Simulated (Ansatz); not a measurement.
# ZrH+ (quintet): geometry optimisation

Aim: relax a generated start of ZrH+ (quintet) and see which bonds hold.

The runs use Ansatz 0.2.0, Gaussian basis; UKS PBE0/def2-TZVP.

## 1. Starting geometry

2 atoms, charge 1, spin multiplicity 5.

Atoms are counted from 1 here; the program's logs count them from 0.

Bond lengths: Zr1–H2 1.760 Å.

The start is set by covalent radii. Sticks and bond lists go by distance. No spin-orbit coupling is included. Elements past krypton take def2 core potentials.

## 2. The run

in.yaml

```yaml
crystal:
  periodic: [false, false, false]
  atoms:
    - {symbol: Zr, position_ang: [0.000000, 0.000000, 0.000000]}
    - {symbol: H, position_ang: [0.000000, 0.000000, 1.760000]}
basis:
  gaussian: {orbitals: def2-TZVP}
total_charge: 1
magnetization: {spin_polarized: true, initial_magnetization: 4}
hamiltonian: {xc: pbe0}
relax: {f_tol: 0.004, max_steps: 80}
```

Run with:

```
ansatz run in.yaml --threads 1 --pin off --events-out ev --progress --plain --max-ram 2176MiB
```

**Question.** What will these runs give? Wanted: energy gained; shift from the start; total energy; ⟨S²⟩.

As calculated:

```
                  quantity          value
                     steps              6
             energy gained       0.553 eV
shift from the start (rms)        0.284 Å
              total energy  -1283.2909 eV
                      ⟨S²⟩          6.001
```

The bonds of the start are those of the end. Zr1–H2 went from 1.760 to 2.328 Å. No vibrations were run, so this is a stationary point, not a proven minimum, and this spin need not be the ground state's.
